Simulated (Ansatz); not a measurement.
# ClH9Si4: the cost of one run

Program: Ansatz 0.2.0. Level of theory: DFT B3LYP, Gaussian basis def2-SVP, and further levels as typed in the inputs. These are calculated values, not measurements.

**1. Starting point**

Bond lengths: Si1–Si2 2.231 Å, Si2–Cl3 2.093 Å, Si2–Si4 2.231 Å, Si2–Si5 2.231 Å, Si1–H6 1.470 Å, Si1–H7 1.470 Å, Si1–H8 1.470 Å, Si4–H9 1.470 Å, Si4–H10 1.470 Å, Si4–H11 1.470 Å, Si5–H12 1.470 Å, Si5–H13 1.470 Å, Si5–H14 1.470 Å. Angles (14 of 24 angles, heavy atoms first): Si1–Si2–Cl3 109.6°, Si1–Si2–Si4 109.3°, Si1–Si2–Si5 109.3°, Cl3–Si2–Si4 109.6°, Cl3–Si2–Si5 109.6°, Si4–Si2–Si5 109.3°, Si2–Si1–H6 109.2°, Si2–Si1–H7 109.3°, Si2–Si1–H8 109.3°, Si2–Si4–H9 109.3°, Si2–Si4–H10 109.3°, Si2–Si4–H11 109.2°, Si2–Si5–H12 109.3°, Si2–Si5–H13 109.3°.

Structure file:

```xyz
14

Si    2.0102   -0.4430   -0.4470
Si   -0.1754   -0.0142   -0.5722
Cl   -0.7885   -0.0638   -2.5727
Si   -1.2962   -1.5506    0.5938
Si   -0.5812    2.0043    0.2866
H     2.4299   -0.4057    0.9616
H     2.7491    0.5734   -1.2102
H     2.2766   -1.7760   -1.0071
H    -1.0235   -2.8814    0.0316
H    -2.7362   -1.2640    0.5164
H    -0.8580   -1.5070    1.9965
H    -2.0225    2.2840    0.2098
H     0.1627    3.0160   -0.4780
H    -0.1470    2.0279    1.6910
```

**2. Relaxing the atoms: ClH9Si4**

Contents of input.yaml:

```yaml
relax:
  f_tol: 0.001
  max_steps: 200
crystal:
  periodic: [false, false, false]
  atoms:
    - { symbol: Si, position_ang: [2.0102, -0.443, -0.447] }
    - { symbol: Si, position_ang: [-0.1754, -0.0142, -0.5722] }
    - { symbol: Cl, position_ang: [-0.7885, -0.0638, -2.5727] }
    - { symbol: Si, position_ang: [-1.2962, -1.5506, 0.5938] }
    - { symbol: Si, position_ang: [-0.5812, 2.0043, 0.2866] }
    - { symbol: H, position_ang: [2.4299, -0.4057, 0.9616] }
    - { symbol: H, position_ang: [2.7491, 0.5734, -1.2102] }
    - { symbol: H, position_ang: [2.2766, -1.776, -1.0071] }
    - { symbol: H, position_ang: [-1.0235, -2.8814, 0.0316] }
    - { symbol: H, position_ang: [-2.7362, -1.264, 0.5164] }
    - { symbol: H, position_ang: [-0.858, -1.507, 1.9965] }
    - { symbol: H, position_ang: [-2.0225, 2.284, 0.2098] }
    - { symbol: H, position_ang: [0.1627, 3.016, -0.478] }
    - { symbol: H, position_ang: [-0.147, 2.0279, 1.691] }
basis:
  gaussian: { orbitals: def2-SVP }
hamiltonian:
  xc: { name: B3LYP }
```

Run with:

```sh
> ansatz run input.yaml --threads 6 --pin off --max-ram 8192MiB --backend cpu --events-out ev --progress --plain --runs-dir out
```

What time and memory should one allow on 6 threads of Arm Neoverse N1, shared host?

About 32 s, with a peak of 0.38 GiB.
